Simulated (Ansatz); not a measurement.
**C48H38: structure and electronic state**

What does C48H38 look like as a singlet, and where do its frontier electrons sit?

The runs use Ansatz 0.2.0, Gaussian basis; RKS PBE0-D4/def2-SVP.

Levels to be run: relaxation at PBE-D4/def2-SVP; a single point at PBE0-D4/def2-SVP.

1 further run of the same task is left out (set aside as unsound or not needed).

### Step 1. Starting geometry

SMILES `[H]/C=C/c1ccc(/C=C/c2ccc(/C=C/c3ccc(/C=C/c4ccc(/C=C/c5ccc(/C=C/c6ccccc6)cc5)cc4)cc3)cc2)cc1`, 86 atoms, charge 0, spin multiplicity 1.

Atoms are counted from 1 here; the program's logs count them from 0.

Bond lengths: H1–C2 1.077 Å, C2–C3 1.328 Å, C2–H50 1.077 Å, C3–C4 1.455 Å, C3–H51 1.084 Å, C4–C5 1.398 Å, C4–C49 1.397 Å, C5–C6 1.376 Å, C5–H52 1.082 Å, C6–C7 1.398 Å, C6–H53 1.079 Å, C7–C8 1.446 Å, C7–C48 1.400 Å, C8–C9 1.343 Å, C8–H54 1.082 Å, C9–C10 1.445 Å, C9–H55 1.082 Å, C10–C11 1.400 Å and more. Angles: H1–C2–C3 121.3°, H1–C2–H50 115.9°, C3–C2–H50 122.8°, C2–C3–C4 126.7°, C2–C3–H51 118.9°, C4–C3–H51 114.4°, C3–C4–C5 119.0°, C3–C4–C49 123.2°, C5–C4–C49 117.8°, C4–C5–C6 121.4°, C4–C5–H52 119.1°, C6–C5–H52 119.5°, C5–C6–C7 120.9°, C5–C6–H53 119.1°, C7–C6–H53 120.0°, C6–C7–C8 123.4°, C6–C7–C48 117.5°, C8–C7–C48 119.0° and more.

The start is a GFN2-xTB geometry.

### Step 2. Optimising with PBE-D4/def2-SVP

The input, in.yaml:

```yaml
crystal:
  periodic: [false, false, false]
  atoms:
    - {symbol: H, position_ang: [-20.246850, -0.361280, -0.492260]}
    - {symbol: C, position_ang: [-19.194350, -0.221550, -0.670590]}
    - {symbol: C, position_ang: [-18.313870, -0.265460, 0.323170]}
    - {symbol: C, position_ang: [-16.872520, -0.100260, 0.214970]}
    - {symbol: C, position_ang: [-16.073330, -0.384180, 1.326060]}
    - {symbol: C, position_ang: [-14.704550, -0.250910, 1.278410]}
    - {symbol: C, position_ang: [-14.065030, 0.183250, 0.112970]}
    - {symbol: C, position_ang: [-12.631250, 0.337060, 0.001170]}
    - {symbol: C, position_ang: [-11.735960, 0.186220, 0.991320]}
    - {symbol: C, position_ang: [-10.299980, 0.299760, 0.873020]}
    - {symbol: C, position_ang: [-9.647920, 0.648310, -0.315370]}
    - {symbol: C, position_ang: [-8.276490, 0.703380, -0.389370]}
    - {symbol: C, position_ang: [-7.476270, 0.414340, 0.722500]}
    - {symbol: C, position_ang: [-6.031250, 0.412990, 0.688980]}
    - {symbol: C, position_ang: [-5.260260, 0.650220, -0.386040]}
    - {symbol: C, position_ang: [-3.817250, 0.594100, -0.442500]}
    - {symbol: C, position_ang: [-3.172810, 0.968040, -1.628090]}
    - {symbol: C, position_ang: [-1.804850, 0.905240, -1.746520]}
    - {symbol: C, position_ang: [-1.000860, 0.461690, -0.689290]}
    - {symbol: C, position_ang: [0.430670, 0.420820, -0.880780]}
    - {symbol: C, position_ang: [1.354030, 0.029500, 0.013690]}
    - {symbol: C, position_ang: [2.785110, 0.012540, -0.189080]}
    - {symbol: C, position_ang: [3.609360, -0.446800, 0.846230]}
    - {symbol: C, position_ang: [4.978150, -0.481710, 0.718410]}
    - {symbol: C, position_ang: [5.601510, -0.056230, -0.459910]}
    - {symbol: C, position_ang: [7.032560, -0.058210, -0.661470]}
    - {symbol: C, position_ang: [7.971230, -0.356070, 0.252910]}
    - {symbol: C, position_ang: [9.401940, -0.350070, 0.043280]}
    - {symbol: C, position_ang: [10.007520, -0.027990, -1.176580]}
    - {symbol: C, position_ang: [11.376070, -0.038830, -1.312710]}
    - {symbol: C, position_ang: [12.219380, -0.367210, -0.243780]}
    - {symbol: C, position_ang: [13.651500, -0.342570, -0.449290]}
    - {symbol: C, position_ang: [14.593330, -0.589360, 0.474620]}
    - {symbol: C, position_ang: [16.029200, -0.549210, 0.276380]}
    - {symbol: C, position_ang: [16.631220, -0.367990, -0.972010]}
    - {symbol: C, position_ang: [18.005800, -0.328700, -1.095130]}
    - {symbol: C, position_ang: [18.815470, -0.469370, 0.020690]}
    - {symbol: C, position_ang: [18.236530, -0.653430, 1.265510]}
    - {symbol: C, position_ang: [16.862330, -0.695810, 1.390340]}
    - {symbol: C, position_ang: [11.613910, -0.698410, 0.973300]}
    - {symbol: C, position_ang: [10.245290, -0.688110, 1.109420]}
    - {symbol: C, position_ang: [4.776960, 0.397010, -1.497720]}
    - {symbol: C, position_ang: [3.408820, 0.435640, -1.368540]}
    - {symbol: C, position_ang: [-1.644980, 0.087940, 0.496350]}
    - {symbol: C, position_ang: [-3.013860, 0.153290, 0.616130]}
    - {symbol: C, position_ang: [-8.128510, 0.087570, 1.917700]}
    - {symbol: C, position_ang: [-9.500740, 0.031370, 1.990610]}
    - {symbol: C, position_ang: [-14.868060, 0.470960, -0.997270]}
    - {symbol: C, position_ang: [-16.236960, 0.335040, -0.950090]}
    - {symbol: H, position_ang: [-18.908740, -0.057300, -1.695650]}
    - {symbol: H, position_ang: [-18.668370, -0.457660, 1.329250]}
    - {symbol: H, position_ang: [-16.543280, -0.721910, 2.239820]}
    - {symbol: H, position_ang: [-14.123790, -0.490230, 2.155680]}
    - {symbol: H, position_ang: [-12.286020, 0.597200, -0.990850]}
    - {symbol: H, position_ang: [-12.083000, -0.060740, 1.986050]}
    - {symbol: H, position_ang: [-10.226570, 0.875050, -1.197280]}
    - {symbol: H, position_ang: [-7.815960, 0.971200, -1.328030]}
    - {symbol: H, position_ang: [-5.562450, 0.179010, 1.636030]}
    - {symbol: H, position_ang: [-5.728730, 0.904020, -1.328090]}
    - {symbol: H, position_ang: [-3.765920, 1.312200, -2.464100]}
    - {symbol: H, position_ang: [-1.336010, 1.199810, -2.674970]}
    - {symbol: H, position_ang: [0.753330, 0.749950, -1.859960]}
    - {symbol: H, position_ang: [1.036640, -0.310930, 0.990850]}
    - {symbol: H, position_ang: [3.153460, -0.784230, 1.767010]}
    - {symbol: H, position_ang: [5.572570, -0.851010, 1.539810]}
    - {symbol: H, position_ang: [7.339340, 0.227180, -1.659470]}
    - {symbol: H, position_ang: [7.667160, -0.626530, 1.256050]}
    - {symbol: H, position_ang: [9.399780, 0.234320, -2.028860]}
    - {symbol: H, position_ang: [11.813980, 0.215030, -2.268410]}
    - {symbol: H, position_ang: [13.951890, -0.082180, -1.456100]}
    - {symbol: H, position_ang: [14.292920, -0.830000, 1.486120]}
    - {symbol: H, position_ang: [16.020450, -0.260730, -1.855300]}
    - {symbol: H, position_ang: [18.452990, -0.187280, -2.068670]}
    - {symbol: H, position_ang: [19.890200, -0.436230, -0.080160]}
    - {symbol: H, position_ang: [18.861650, -0.764670, 2.139730]}
    - {symbol: H, position_ang: [16.417770, -0.836640, 2.365970]}
    - {symbol: H, position_ang: [12.221410, -0.968120, 1.823460]}
    - {symbol: H, position_ang: [9.807000, -0.948410, 2.063180]}
    - {symbol: H, position_ang: [5.232600, 0.729180, -2.420580]}
    - {symbol: H, position_ang: [2.815510, 0.798600, -2.193650]}
    - {symbol: H, position_ang: [-1.063160, -0.263920, 1.334820]}
    - {symbol: H, position_ang: [-3.472080, -0.153630, 1.544160]}
    - {symbol: H, position_ang: [-7.538420, -0.134000, 2.796370]}
    - {symbol: H, position_ang: [-9.974800, -0.234770, 2.925080]}
    - {symbol: H, position_ang: [-14.399590, 0.813390, -1.909740]}
    - {symbol: H, position_ang: [-16.822940, 0.578460, -1.823300]}
basis:
  gaussian: {orbitals: def2-SVP, fitting: {mean_field: def2-universal-jkfit}}
hamiltonian: {xc: pbe, dispersion: d4}
scf: {lower_state_search: "off"}
output: {orbitals: {seedname: orbitals}}
relax: {f_tol: 0.03, max_steps: 70}
```

Run with:

```bash
$ ansatz run in.yaml --threads 4 --pin off --events-out ev --progress --plain --max-ram 66560MiB --backend cuda --devices 0, --max-vram 37GiB
```

Further steps of the session: Single point, PBE0-D4/def2-SVP.

**Question.** What will the summary of the whole plan be? Wanted: point group; commonest bond, hydrogen aside; HOMO, LUMO at PBE0-D4/def2-SVP; dipole at PBE-D4/def2-SVP.

The runs gave:

```
                      quantity                           value
                   point group                              C1
commonest bond, hydrogen aside  C–C, 53 of mean length 1.415 Å
HOMO, LUMO at PBE0-D4/def2-SVP                 -5.29, -2.48 eV
     dipole at PBE-D4/def2-SVP                          0.34 D
```

What this shows: The molecule keeps its bonding pattern by the stored test; the atoms moved 0.22 Å (rms). No usable vibrations, so a minimum isn't proven. The point group is read from a loosely relaxed geometry; soft torsions can leave it below the true symmetry.
